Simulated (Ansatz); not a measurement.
# MgI2 (P-3m1) in Ansatz: further runs

The runs below take MgI2 through relaxation of cell and atoms, with BLYP, r2SCAN.

All numbers are computed with Ansatz 0.2.0; they aren't measurements. Logs are shortened: lines on timing, memory, paths and dates and some standing lists are left out, and cuts for length are marked.

## (1) The crystal as given

It takes space group P-3m1 (No. 164, trigonal). The conventional cell has a = 4.140 Å, b = 4.140 Å, c = 6.880 Å, α = 90.00°, β = 90.00°, γ = 120.00°. I (site symmetry 3m) is surrounded by 3 Mg at 2.94 Å. Mg (site symmetry -3m) has 6 I at 2.94 Å as nearest neighbours.

## (2) Relaxation of cell and atoms, BLYP

Input file input.yaml:

```yaml
crystal:
  lattice:
    - [4.14, 0.0, 0.0]
    - [-2.07, 3.5853451717, 0.0]
    - [0.0, 0.0, 6.88]
  atoms:
    - { symbol: I, position: [0.6666666667, 0.3333333333, 0.75] }
    - { symbol: I, position: [0.3333333333, 0.6666666667, 0.25] }
    - { symbol: Mg, position: [0.0, 0.0, 0.0] }
hamiltonian:
  xc: blyp
  pseudopotentials: { kind: paw }
kpoints:
  mp_grid: { grid: [8, 8, 4] }
scf:
  occupations: { method: fermi_dirac, width: 0.05 }
output:
  forces: true
  stress: true
  eigenvalues: true
  write_density: true
  write_potential: true
  elf: true
  volumetric_format: npy
relax:
  f_tol: 0.01
  max_steps: 40
  cell: { stress_tol: 0.05 }
```

Potentials or basis: Ansatz PAW.

Run with:

```console
> ansatz run input.yaml --threads 2 --pin off --max-ram 5632MiB --backend cpu --events-out ev --progress --plain --runs-dir out
```

Output:

```text
Warning: RAYON_NUM_THREADS=2 ignored (pool sized by the plan → 2); use --threads N
Engine: ansatz 0.2.0, aarch64-unknown-linux-gnu
Pseudopotentials: kind: paw
Pseudopotential: I, paw, valence charge 17, recommended cutoff 420 eV (normal), I.paw.azcp
Pseudopotential: Mg, paw, valence charge 10, recommended cutoff 420 eV (normal), Mg.paw.azcp
Functional definition: BLYP
  parameter beta = 0.0042
  parameter a = 0.04918
  parameter b = 0.132
  parameter c = 0.2533
  parameter d = 0.349
  exchange = b88_x(beta = beta)
  correlation = lyp_c(a = a, b = b, c = c, d = d)
Crystal: 3 atoms, lattice volume = 102.122 Å³
Basis set: ecut = 420 eV, 1979 PW (Γ), exchange–correlation on 60×60×96 points (8 copies of the dense FFT grid, shifted against one another)
Bands: 27, of which v1, the nominal top of the filled ones, is band 22 counted from 1 (21 counted from 0)
Symmetry: 12 space group operations
Space group: P-3m1 (ITA 164), of the structure as read, at distance tolerance 4.7e-5 Å
k-points: 35 of 256
Non-local potential: I, projectors of the file, l = 0: 2, l = 1: 2, l = 2: 2, l = 3: 2
Non-local potential: Mg, projectors of the file, l = 0: 3, l = 1: 2, l = 2: 1
PAW form: soft (Blöchl's): semilocal exchange-correlation on the pseudo side does not see the compensation charge
PAW frozen core: I, regenerated for the run's functional, and the local potential with it (the file was generated under x = pbe(κ = 0.804, μ = 0.2195149727645171), c = pbe(β = 0.06672455060314922))
PAW frozen core: Mg, regenerated for the run's functional, and the local potential with it (the file was generated under x = pbe(κ = 0.804, μ = 0.2195149727645171), c = pbe(β = 0.06672455060314922))
PAW one-centre angular grid: I, 590 points (default); XC on 64 Gauss nodes
PAW one-centre angular grid: Mg, 110 points (default); XC on 64 Gauss nodes
Initial density: superposition of atomic densities (neutral atoms: chi_scale 0, normalization atom), corrected by the library's trained network
Initial wavefunctions: pseudopotential atomic-orbital guess
Functional: x = b88, c = lyp
SCF iter   1: F=—  HF=-16991.459381 eV  |F-HF|=—  |Δ(HF+E_count)|=         —  Δρ=3.71e-3  dr2=2.38e-2  ethr=1.77e-3  ⟨swp⟩=7.8  Hψ=4702  notcnv=0
preconditioner: auto → Resta (q_TF=auto, 2.371 Å⁻¹)  ε∞=3.0  [insulator: Δε(μ)=3.583 eV  Ē_g=10.274 eV  σ=0.050 eV  W_gap=1.00  n_scr=22 (ndim 8)  ℏωp=14.7 eV  f_vac=0.077  D(μ)=0.00/eV (n_scr^D=0)  ε∞_Penn≈3.0]
SCF iter   2: F=—  HF=-16991.453410 eV  |F-HF|=—  |Δ(HF+E_count)|=   5.97e-3  Δρ=1.65e-3  dr2=2.70e-3  ethr=5.40e-5  ⟨swp⟩=2.9  Hψ=1945  notcnv=0  defer=34
SCF iter   3: F=—  HF=-16991.452805 eV  |F-HF|=—  |Δ(HF+E_count)|=   6.05e-4  Δρ=5.02e-4  dr2=4.30e-4  ethr=6.13e-6  ⟨swp⟩=2.1  Hψ=1644  notcnv=0  defer=34
SCF iter   4: F=—  HF=-16991.452784 eV  |F-HF|=—  |Δ(HF+E_count)|=   2.02e-5  Δρ=1.36e-4  dr2=2.80e-5  ethr=9.78e-7  ⟨swp⟩=2.0  Hψ=1151  notcnv=0  defer=34
SCF iter   5: F=—  HF=-16991.452809 eV  |F-HF|=—  |Δ(HF+E_count)|=   2.46e-5  Δρ=3.34e-5  dr2=1.59e-6  ethr=6.36e-8  ⟨swp⟩=2.0  Hψ=1190  notcnv=0  defer=34
SCF iter   6: F=—  HF=-16991.452809 eV  |F-HF|=—  |Δ(HF+E_count)|=   2.96e-7  Δρ=1.11e-5  dr2=2.20e-7  ethr=3.60e-9  ⟨swp⟩=2.0  Hψ=1645  notcnv=0  defer=34
SCF iter   7: F=-16991.452809 eV  HF=-16991.452809 eV  |F-HF|=4.06e-9  |Δ(HF+E_count)|=   4.62e-9  Δρ=2.31e-6  dr2=5.91e-9  ethr=2.27e-10  ⟨swp⟩=14.6  Hψ=7041  notcnv=0
SCF 1 converged in 7 iterations: F = -16991.452809 eV  dr2 = 5.91e-9
relax step   1: F+E_penalty+E_count = -16991.45280937 eV  Δ(F+E_penalty+E_count) = +0.000e0 eV  max|allowed force component| = 1.900e-1 eV/Å  Δτ_max = 0.0000 Å  P = +2.389 GPa  Ω = 102.122 Å³  (7 SCF iters, dr2 threshold 1.00e-7 eV, accepted)
Crystal: 3 atoms, lattice volume = 115.344 Å³
[... 237 lines left out ...]
SCF iter   7: F=—  HF=-16991.643434 eV  |F-HF|=—  |Δ(HF+E_count)|=   2.23e-5  Δρ=2.70e-6  dr2=2.87e-8  ethr=1.83e-9  ⟨swp⟩=2.1  Hψ=1161  notcnv=0  defer=6
SCF iter   8: F=—  HF=-16991.643435 eV  |F-HF|=—  |Δ(HF+E_count)|=   1.47e-6  Δρ=1.15e-6  dr2=1.05e-8  ethr=6.51e-11  ⟨swp⟩=2.5  Hψ=1233  notcnv=0  defer=6
SCF iter   9: F=—  HF=-16991.643436 eV  |F-HF|=—  |Δ(HF+E_count)|=   1.32e-7  Δρ=3.43e-7  dr2=1.56e-9  ethr=2.40e-11  ⟨swp⟩=2.2  Hψ=1213  notcnv=0  defer=6
SCF iter  10: F=—  HF=-16991.643436 eV  |F-HF|=—  |Δ(HF+E_count)|=   3.70e-9  Δρ=1.02e-7  dr2=1.17e-10  ethr=3.54e-12  ⟨swp⟩=2.0  Hψ=1149  notcnv=0  defer=6
SCF iter  11: F=-16991.643436 eV  HF=-16991.643436 eV  |F-HF|=1.82e-11  |Δ(HF+E_count)|=  1.82e-11  Δρ=2.05e-8  dr2=2.86e-12  ethr=1.00e-12  ⟨swp⟩=9.8  Hψ=4983  notcnv=0
SCF 20 converged in 11 iterations: F = -16991.643436 eV  dr2 = 2.86e-12
relax step  20: F+E_penalty+E_count = -16991.64343555 eV  Δ(F+E_penalty+E_count) = -2.061e-3 eV  max|allowed force component| = 1.391e-3 eV/Å  Δτ_max = 0.0000 Å  P = +0.015 GPa  Ω = 157.934 Å³  stress off target by 3.88e-2 GPa  SCF on the basis re-selected at this cell (its energy is not comparable with the rows above)  (11 SCF iters)
basis re-selected at this cell: Δ(F+E_penalty+E_count) = -2.061e-3 eV, ΔP = +0.012 GPa vs the last step (what re-selecting the basis moved, of the pressure what is left beyond the Pulay correction that the steps carried, after the strain that the cell walked since its last selection, with what the two solves' SCF thresholds leave and, on support functions, any second-order correction that the steps lacked; it is no measure of the basis error at this ecutwfc). The dense FFT grid was sized anew with the basis: this SCF ran on 30×30×72 points, the steps before it on 30×30×60, so part of this shift can come from that change (see relax.cell in the input reference). This SCF's stress stands 3.88e-2 GPa from its target on what of the cell is left free (relax.cell.stress_tol is 5.00e-2 GPa) and its largest allowed force component is 1.39e-3 eV/Å (relax.f_tol is 1.00e-2 eV/Å): within both
WARN: The output density's exchange-correlation potential varies sharply where the density is thin. Do not read a vacuum level from v_tot or v_xc, or from such a field of the output density. On a cell that repeats whose density bears no net charge and no dipole along the vacuum's axis use v_es (v_loc + v_h of the components); under efield.dipole_correction with no amplitude use v_es + v_field, which holds any external_charges[].barrier, or the levels of the report's work_function block, which leave it out; under a non-zero efield.amplitude the vacuum is tilted and has no level; on a cell that repeats and bears such a dipole with no correction it is tilted too, and efield.dipole_correction with no amplitude gives each side of its ramp a level where efield: is served; in a cell that repeats whose density bears a net charge (total_charge, or a fill off its count) it is curved and has none; of a slab under crystal.periodic whose density bears no net charge use v_es, which has a level on each side, short of where the two are joined; of another it falls or rises all the way out and has none; of a slab beside external_charges read slab_vacuum_level instead, which it has where they leave it neutral. The grid or the basis barely resolves most such structure, and the values can differ between equally converged runs; as a rule a tighter scf.convergence.dr2_threshold does not remove it. Where the density itself ripples (under the LDA too) a higher basis.ecutwfc lessens it. The files hold the spikes' plane waves up to the density's cutoff. Files: v_tot_of_output_density and the like, and their columns of v_z.tsv (output.write_potential); v_xc_of_output_density and the like, and their columns of v_comp_z.tsv (output.write_potential_components). Measured: with its Gaussian average of σ = 0.25 Å subtracted twice, the exchange-correlation potential is over 0.1 eV at 6674 of the grid points where the equally averaged density (valence and model cores) is under 1e-3 e/Å³, and 8.02 eV at the most among them, at an averaged density of 1.8e-4 e/Å³. The input density's (outcome.potential() and, of a run that writes arrays, v_tot and v_xc) is over 0.1 eV, so measured, at 6674 points of its own thin density, 8.01 eV at the most. See output.write_potential in the manual, Limitations
SCF converged after 11 iterations
Free energy (F): -16991.643436 eV
Harris-Foulkes:  -16991.643436 eV  (|F-HF|=1.82e-11)
Internal energy: -16991.643436 eV  (E = F + TS)
E sigma→0 (E₀):  -16991.643436 eV
Fermi energy:    2.864135 eV
--- Per-component energies (eV) ---
  E_band       = -1283.790627
  E_kinetic    = 453.982398
  E_local      = -9112.071072  (includes V_loc(G=0)·N_el)
  E_nonlocal   = -92.828231
  E_hartree    = 4307.312423
  E_xc         = -280.216823
  E_vxc        = -287.672238  (∫ρ·V_xc dr)
  E_paw        = -9969.958300  (= ΣΔE_a)
  E_vpaw       = -859.826320  (= ΣTr[D̂ρ^β])
  E_aug_tail   = 0.000121  (compensation charges beyond the density's cutoff)
  E_ewald      = -2297.875721
  E_core_change = 0.011770  (= ΣΔE_core)
  E_smearing   = -0.000000  (= −TS)
  E_closure    = -0.000000  (closes the sum)
  Σ components = -16991.643436   (vs F -16991.643436, Δ=0.00e0)
--- Forces (eV/Å), atoms counted from 1 ---
  atom   1  I     -0.00000000     0.00000000    -0.00139132
  atom   2  I      0.00000000     0.00000000     0.00139132
  atom   3  Mg     0.00000000     0.00000000     0.00000000
  max |Σ_I F_I| component: 1.16e-18 eV/Å
--- Stress (GPa, compression-positive) ---
        0.003188       0.000000      -0.000000
        0.000000       0.003188       0.000000
       -0.000000       0.000000       0.038751
  P = ⅓ Tr σ = 0.0150 GPa (0.150 kbar)
--- Band table (eV; the first three rows and the last of 35) ---
  k-point 0: bands = ["-74.4794", "-42.2073", "-42.2073", "-42.2070", "-42.2070", "-42.1891", "-42.1891", "-42.1890", "-42.1890", "-42.1817", "-42.1816", "-41.4246", "-41.4226", "-41.4226", "-10.4825", "-10.0304", "-1.5072", "0.6634", "0.7732", "0.7732", "1.0213", "1.0213", "4.7498", "6.0474", "7.3227", "7.7171", "7.7171"]
  k-point 1: bands = ["-74.4794", "-42.2073", "-42.2073", "-42.2070", "-42.2070", "-42.1891", "-42.1891", "-42.1890", "-42.1890", "-42.1817", "-42.1816", "-41.4246", "-41.4226", "-41.4226", "-10.4823", "-10.0307", "-1.4985", "0.6357", "0.7733", "0.7733", "1.0211", "1.0211", "4.8379", "6.0340", "7.2799", "7.7159", "7.7159"]
  k-point 2: bands = ["-74.4794", "-42.2073", "-42.2073", "-42.2070", "-42.2070", "-42.1891", "-42.1891", "-42.1890", "-42.1890", "-42.1817", "-42.1816", "-41.4246", "-41.4226", "-41.4226", "-10.4821", "-10.0310", "-1.4898", "0.6082", "0.7735", "0.7735", "1.0209", "1.0209", "4.9327", "6.0166", "7.2317", "7.7146", "7.7146"]
  k-point 34: bands = ["-74.4794", "-42.2070", "-42.2069", "-42.2067", "-42.2067", "-42.1893", "-42.1892", "-42.1892", "-42.1889", "-42.1814", "-42.1814", "-41.4241", "-41.4233", "-41.4230", "-9.9060", "-9.8500", "-1.7578", "-1.0713", "-0.8440", "-0.3516", "0.4452", "0.5974", "5.3731", "7.5662", "7.6411", "8.4598", "8.7047"]
--- Relaxed structure (17 steps of the walk, 17 accepted, 3 SCFs on fresh bases) ---
  F+E_penalty+E_count = -16991.64343555 eV   max|allowed force component| = 1.391e-3 eV/Å   (the final SCF, on the basis selected at the relaxed cell)
  cell:  # Å, volume = 157.9341 Å³
    - [4.311468417787946, 0.0, -6.254688321131342e-34]
    - [-2.155734208893973, 3.733841177418661, 3.8089803024075164e-33]
    - [-1.0394264649562573e-33, 6.70902536471766e-33, 9.81058280159759]
  atoms:
    - { symbol: I, position: [0.6666666666666667, 0.33333333333333337, 0.829538615123633] }
    - { symbol: I, position: [0.33333333333333337, 0.6666666666666667, 0.17046138487636714] }
    - { symbol: Mg, position: [1.10222157699068e-34, 1.624557846319079e-34, 3.3618672015054403e-19] }
```

Run time: 65 s. Hardware: 2 threads of Arm Neoverse V2, shared host; peak memory 0.48 GiB.

What came out:

```
Free energy                            : -16991.6434 eV
Relaxed volume                         : 52.64 Å³/atom
Relaxed cell                           : a = 4.311 Å, b = 4.311 Å, c = 9.811 Å, α = 90.00°, β = 90.00°, γ = 120.00°
Space group after relaxing (to 0.05 Å) : P-3m1 (No. 164)
Energy gained by relaxing              : 63.5 meV/atom
Ionic steps                            : 20
Pressure after relaxing                : 0.0 GPa
Band gap on the k mesh                 : 3.64 eV, indirect (least direct gap 3.73 eV)
```

The path:
```tsv
step	energy change (eV)	largest force (eV/Å)	volume (Å³)
1	0.0000	0.1900	102.12
2	-0.1044	0.3490	115.34
3	-0.1329	0.1399	121.40
4	-0.1470	0.0356	121.12
5	-0.1591	0.0045	126.10
6	-0.1603	0.0080	127.15
7	-0.1604	0.0002	126.69
8	-0.1685	0.0005	126.69
9	-0.1727	0.0019	129.54
10	-0.1783	0.0133	135.00
11	-0.1814	0.0012	140.28
12	-0.1810	0.0192	144.19
13	-0.1816	0.0001	142.22
14	-0.1816	0.0025	142.56
15	-0.1848	0.0025	142.56
16	-0.1862	0.0006	145.59
17	-0.1880	0.0136	150.94
18	-0.1887	0.0076	156.19
19	-0.1886	0.0015	157.93
20	-0.1906	0.0014	157.93
```

Final structure:
```yaml
crystal:
  lattice:
    - [4.31147, 0.00000, 0.00000]
    - [-2.15573, 3.73384, 0.00000]
    - [0.00000, 0.00000, 9.81058]
  atoms:
    - { symbol: I, position: [0.66667, 0.33333, 0.82954] }
    - { symbol: I, position: [0.33333, 0.66667, 0.17046] }
    - { symbol: Mg, position: [0.00000, 0.00000, 0.00000] }
```

Caveat: the volume moved by over 15 % at a fixed basis, so the end points are rough; the plane-wave basis is chosen anew once the cell has moved, so the energies of steps on either side of that aren't comparable; spin-orbit coupling is left out, which moves the levels of the heavy elements; this functional lacks dispersion, which binds the layers, so the pressure and a relaxed spacing across them are unreliable, and here the layers came unbound; the PAW data sets come from PBE, with cores solved anew for the run's functional, which leaves a small shift of forces and pressure. Zero-point motion and thermal expansion aren't in these numbers.

## (3) Relaxation of cell and atoms, r2SCAN

input.yaml: that of step 2 with these lines changed.

```diff
@@ -10,3 +10,3 @@
 hamiltonian:
-  xc: blyp
+  xc: r2scan
   pseudopotentials: { kind: paw }
@@ -20,6 +20,2 @@
   eigenvalues: true
-  write_density: true
-  write_potential: true
-  elf: true
-  volumetric_format: npy
 relax:
```

Potentials or basis: Ansatz PAW.

Run with:

```console
> ansatz run input.yaml --threads 2 --pin off --max-ram 5632MiB --backend cpu --events-out ev --progress --plain --runs-dir out
```

It took 46 s on 2 threads of Arm Neoverse V2, shared host; peak memory 0.66 GiB.

The run converged. Its results:

| Quantity | Value |
| --- | --- |
| Free energy | -16986.1420 eV |
| Relaxed volume | 36.28 Å³/atom |
| Relaxed cell | a = 4.186 Å, b = 4.186 Å, c = 7.171 Å, α = 90.00°, β = 90.00°, γ = 120.00° |
| Space group after relaxing (to 0.05 Å) | P-3m1 (No. 164) |
| Energy gained by relaxing | 10.5 meV/atom |
| Ionic steps | 6 |
| Pressure after relaxing | 0.0 GPa |
| Band gap on the k mesh | 4.24 eV, indirect (least direct gap 4.54 eV) |

The path:
| step | energy change (eV) | largest force (eV/Å) | volume (Å³) |
| --- | --- | --- | --- |
| 1 | 0.0000 | 0.2993 | 102.12 |
| 2 | -0.0285 | 0.0174 | 106.59 |
| 3 | -0.0296 | 0.0207 | 108.42 |
| 4 | -0.0303 | 0.0012 | 108.66 |
| 5 | -0.0303 | 0.0003 | 108.83 |
| 6 | -0.0314 | 0.0003 | 108.83 |

Final structure:
```
I Mg
1.0
     4.18639    0.00000    0.00000
    -2.09319    3.62552    0.00000
     0.00000    0.00000    7.17065
I Mg
2 1
Cartesian
  2.0932 1.2085 5.5049
  0.0000 2.4170 1.6658
  0.0000 0.0000 0.0000
```

Levels at points of the mesh, in eV from the valence-band top:
```tsv
k point	band 18	band 19	band 20	band 21	band 22	band 23	band 24	band 25	band 26	band 27
(0.00, 0.00, 0.00)	-0.35	-0.35	-0.04	0.00	0.00	4.54	5.56	7.38	7.38	8.03
(0.00, 0.00, -0.50)	-1.13	-0.30	-0.30	-0.06	-0.06	5.38	5.62	7.25	7.25	8.61
(0.00, -0.50, 0.00)	-2.73	-1.60	-1.25	-0.73	-0.40	4.31	6.09	6.24	7.78	8.57
(0.00, -0.50, -0.50)	-2.98	-1.15	-1.09	-0.68	-0.54	4.25	5.96	6.35	6.82	8.39
```

Caveat: the plane-wave basis is chosen anew once the cell has moved, so the energies of steps on either side of that aren't comparable; spin-orbit coupling is left out, which moves the levels of the heavy elements; the PAW data sets come from PBE, with cores solved anew for the run's functional, which leaves a small shift of forces and pressure.
